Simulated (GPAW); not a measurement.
Crystal: BiTe.

```xyz
2
Lattice="2.4227 1.3988 3.3173 -2.4227 1.3988 3.3173 0.0000 -2.7975 3.3173" Properties=species:S:1:pos:R:3 pbc="T T T"
Bi    0.0000    0.0000    4.9759
Te    0.0000    0.0000    0.0000
```

The cell comes from a database or a generator and needn't be the stable form of this composition.

| Item | Value |
| --- | --- |
| Program | GPAW 26.7.0 |
| Task | single point |
| Functional | PBEsol |
| Potentials or basis | PAW data sets generated in the run's folder for this functional |
| Cutoff | 600 eV |
| Basis | pw |
| k mesh | 7 × 7 × 7 |
| Occupations | fermi-dirac, width 0.05 eV |
| Spin | no spin polarisation |

On this cell: pressure -2.5 GPa; largest force under 0.003 eV/Å; band gap on the k mesh none (metal or under the smearing width).

The same run follows on a disturbed copy (atoms moved at random, drawn with an rms of 0.05 Å):

```
Bi Te
1.0
     2.42271    1.39875    3.31729
    -2.42271    1.39875    3.31729
     0.00000   -2.79750    3.31729
Bi Te
1 1
Direct
  0.50449 0.49986 0.49761
  0.99451 0.00737 0.00473
```

Q: What changes?

A: The energy (extrapolated to zero smearing) moves by +1.0 meV/atom; pressure -2.5 GPa; largest force 0.082 eV/Å; band gap on the k mesh none (metal or under the smearing width).

Forces on the atoms (eV/Å):
```
Bi  -0.071 -0.039  0.011
Te   0.071  0.039 -0.011
```

Stress tensor (GPa, compression positive):
```
-2.53  0.02 -0.02
 0.02 -2.55 -0.01
-0.02 -0.01 -2.38
```

Caveats: spin-orbit coupling is left out, which moves the levels of the heavy elements.
